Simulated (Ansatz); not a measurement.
# The germanium atom: basis-set convergence

One table from this session's results is given with a row withheld; the runs are named, their logs left out.

Program: Ansatz 0.2.0, Gaussian basis. Level of theory: one geometry, several basis sets. These are calculated values, not measurements.

Levels to be run: PBE0/def2-SVP; ωB97M-V/def2-SVP; PBE0/def2-QZVPP; ωB97M-V/def2-QZVPP; the functionals' def2-TZVPP values are taken from earlier runs.

## The atom

1 atom, charge 0, spin multiplicity 3.

The first run:

Contents of in.yaml:

```yaml
crystal:
  periodic: [false, false, false]
  atoms:
    - {symbol: Ge, position_ang: [0.000000, 0.000000, 0.000000]}
basis:
  gaussian: {orbitals: def2-SVP}
magnetization: {spin_polarized: true, initial_magnetization: 2}
hamiltonian: {xc: pbe0}
output: {orbitals: {seedname: orbitals}}
```

Among the steps run: PBE0 in def2-SVP; ωB97M-V in def2-SVP; PBE0 in def2-QZVPP; ωB97M-V in def2-QZVPP.

One of the session's tables, all rows but one given; the rest of the session is left out.

It belongs to the step «Density functionals: the series». 

```
functional       basis  HOMO (eV)  LUMO (eV)
      PBE0    def2-SVP      -5.34      -3.24
      PBE0  def2-TZVPP      -5.35      -3.25
      PBE0  def2-QZVPP      -5.42      -3.33
   ωB97M-V    def2-SVP          ?          ?
   ωB97M-V  def2-TZVPP      -7.18      -1.06
   ωB97M-V  def2-QZVPP      -7.26      -1.22
```

**Question.** Estimate the row for ωB97M-V, def2-SVP.

The run gave: HOMO (eV): -7.17; LUMO (eV): -1.05. In the column «HOMO (eV)» it lies between ωB97M-V, def2-TZVPP (-7.18) and PBE0, def2-QZVPP (-5.42).
